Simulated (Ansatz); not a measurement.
Working through a rigid scan of one bond length of CH3BOS, SMILES B1OCS1

With Ansatz 0.2.0 through its Python package.

Run as a notebook:

```python
import ansatz as az
import numpy as np
```

```python
geometry_ang = [
    ("B", (-1.1685, 0.3158, -0.3855)),
    ("O", (-0.3884, 0.3628, 0.8404)),
    ("C", (0.6849, -0.3294, 0.3596)),
    ("S", (0.1187, -0.8426, -1.1727)),
    ("H", (-1.7486, 1.2572, -0.9571)),
    ("H", (1.5885, 0.3616, 0.2345)),
    ("H", (0.9747, -1.1934, 1.0351)),
]
mol = az.Crystal.molecule()
for symbol, xyz in geometry_ang:
    mol = mol.atom(symbol, xyz)
```

```python
symbols = [site.symbol for site in mol.cartesian_sites]
start = np.array([site.position_ang for site in mol.cartesian_sites])
axis = (start[6] - start[2]) / np.linalg.norm(start[6] - start[2])
moving = [6]
lengths, energies = [0.998, 1.044, 1.089, 1.134, 1.18, 1.225, 1.27, 1.339], []
for length in lengths:
    xyz = start.copy()
    xyz[moving] += (length - np.linalg.norm(start[6] - start[2])) * axis
    point = az.Crystal.molecule()
    for symbol, place in zip(symbols, xyz):
        point = point.atom(symbol, place.tolist())
    setup = (
        point.calculation()
        .basis(gaussian="def2-SVP")
        .functional("r2scan", dispersion="d4")
    )
    r = setup.run(threads=1, backend="cpu").report
    energies.append(r["free_energy_ev"])
    print(f"r = {length:6.3f} A  E = {energies[-1]:.5f} eV  <S^2> = {abs(r['mean_field']['state']['spin_squared']):.3f}")
```

    r =  0.998 A  E = -14635.23661 eV  <S^2> = 0.000
    r =  1.044 A  E = -14635.40014 eV  <S^2> = 0.000
    r =  1.089 A  E = -14635.46656 eV  <S^2> = 0.000
    r =  1.134 A  E = -14635.46185 eV  <S^2> = 0.000
    r =  1.180 A  E = -14635.40098 eV  <S^2> = 0.000
    r =  1.225 A  E = -14635.30015 eV  <S^2> = 0.000
    r =  1.270 A  E = -14635.16906 eV  <S^2> = 0.000
    r =  1.339 A  E = -14634.92769 eV  <S^2> = 0.000

```python
# quartic fit about the minimum
fit = np.polynomial.Polynomial.fit(lengths, np.array(energies) - min(energies), 4).convert()
roots = [r.real for r in fit.deriv().roots() if abs(r.imag) < 1e-9 and fit.deriv(2)(r.real) > 0]
r_e = min(roots, key=lambda r: abs(r - lengths[int(np.argmin(energies))]))
print(f"minimum of the fit at {r_e:.4f} A, force constant {fit.deriv(2)(r_e):.2f} eV/A^2")
```

    minimum of the fit at 1.1076 A, force constant 31.57 eV/A^2

Caveats:
- Total energies depend on the basis set; only differences at equal settings carry meaning.
- The rest of the molecule is held rigid at a force-field or estimated start geometry, and the basis set is modest; single-reference methods fail as a bond breaks.
- The orbitals are restricted, so S² is zero by construction.
- It ran for 26 s on 1 thread of Arm Neoverse V1 (shared host), peak memory 0.19 GiB.
